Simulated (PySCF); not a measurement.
**YbF3(H2O): other functionals and bases at one geometry**

An exercise on one series of results from a longer session: the logs are not shown, and one member is left open.

Computed with PySCF 2.14.0. Level: several levels, as the steps say, no spin–orbit coupling.

1 further run of the same task is left out (for a known fault of the program).

## The starting structure

7 atoms, charge 0, spin multiplicity 1.

Bond lengths: Yb1–F2 1.986 Å, Yb1–F3 1.982 Å, Yb1–F4 1.986 Å, Yb1–O5 2.338 Å, O5–H6 0.966 Å, O5–H7 0.966 Å. Angles: F2–Yb1–F3 115.9°, F2–Yb1–F4 119.3°, F2–Yb1–O5 99.0°, F3–Yb1–F4 115.9°, F3–Yb1–O5 102.2°, F4–Yb1–O5 99.0°, Yb1–O5–H6 126.3°, Yb1–O5–H7 126.3°, H6–O5–H7 107.4°.

As a file:

| atom | x (Å) | y (Å) | z (Å) |
| --- | --- | --- | --- |
| Yb1 | 0.0764 | -0.0790 | 0.0790 |
| F2 | 1.0378 | 1.3365 | 1.0866 |
| F3 | -1.2793 | -1.1013 | 1.1013 |
| F4 | 1.0378 | -1.0866 | -1.3365 |
| O5 | -1.2530 | 1.2810 | -1.2810 |
| H6 | -1.5916 | 2.1569 | -1.0563 |
| H7 | -1.5916 | 1.0563 | -2.1569 |

Formal oxidation states: Yb +3. Each metal's 13 4f electrons lie in its core potential, so multiplicities, spins and levels count the valence alone. An earlier session relaxed this geometry at PBE0, Yb lcecp-1-SVP with ECP59, F def2-SVP, O def2-SVP, H def2-SVP (singlet, point group Cs).

At PBE0 on the finer grid: E = -414.996942 Eh, HOMO -9.65 eV, LUMO -1.12 eV, Mulliken charge on Yb1 +1.17 e, largest force component 0.022 eV/Å. 

Levels to run: revPBE; BP86; PBE0, TZVP. Hardware: 2 threads of Arm Neoverse V1, shared host.

The first run:

run.py (the lines that set the calculation) reads:

```python
mol = gto.M(atom='''
Yb     0.07635    -0.07902     0.07902
F      1.03779     1.33649     1.08662
F     -1.27933    -1.10128     1.10128
F      1.03779    -1.08662    -1.33649
O     -1.25296     1.28101    -1.28101
H     -1.59163     2.15686    -1.05627
H     -1.59163     1.05627    -2.15686''',
    basis={'Yb': 'lcecp-1-SVP', 'F': 'def2-SVP', 'O': 'def2-SVP', 'H': 'def2-SVP'},
    ecp={'Yb': 'lcecp-1-SVP'},
    charge=0, spin=0)
mf = dft.RKS(mol, xc='PBE_R,PBE')
mf.grids.atom_grid = (75, 302)  # f atoms: unpruned, at least (60, 302)
mf = mf.density_fit()  # fitting sets: Yb AutoAux, F def2-universal-JKFIT, O def2-universal-JKFIT, H def2-universal-JKFIT
mf.conv_tol = 1e-08; mf.max_cycle = 55
mf.kernel(dm0)  # dm0: the density of the relaxed state
```

On the command line:

```bash
$ OMP_NUM_THREADS=2 python run.py
```

Among the steps run: revPBE; BP86; PBE0, TZVP.

One of the session's tables, all rows but one given; the rest of the session is left out.

| level | HOMO (eV) | gap (eV) | charge on Yb1 (e) | dipole (D) | largest force component (eV/Å) |
| --- | --- | --- | --- | --- | --- |
| PBE0 (relaxed here) | -9.65 | 8.53 | 1.17 | 6.64 | 0.02 |
| revPBE | -7.58 | 5.71 | 0.96 | 6.45 | 0.45 |
| BP86 | -7.75 | 5.94 | 0.95 | 6.48 | 0.51 |
| PBE0, TZVP | ? | ? | ? | ? | ? |

Q: Estimate the row for PBE0, TZVP from the others.

The run gave: HOMO (eV): -9.84; gap (eV): 8.43; charge on Yb1 (e): 1.64; dipole (D): 6.65; largest force component (eV/Å): 0.22. In the column «HOMO (eV)» it is the lowest.

In one basis the HOMO–LUMO gap runs from 5.71 eV (revPBE) to 8.53 eV (PBE0). The largest leftover force, 0.51 eV/Å with BP86, stands at a geometry relaxed at another level. With 4f in the core, its levels are missing from HOMO and gap, and its count is fixed, so no charge can pass from the ligands into it. Total energies of different levels can't be compared.
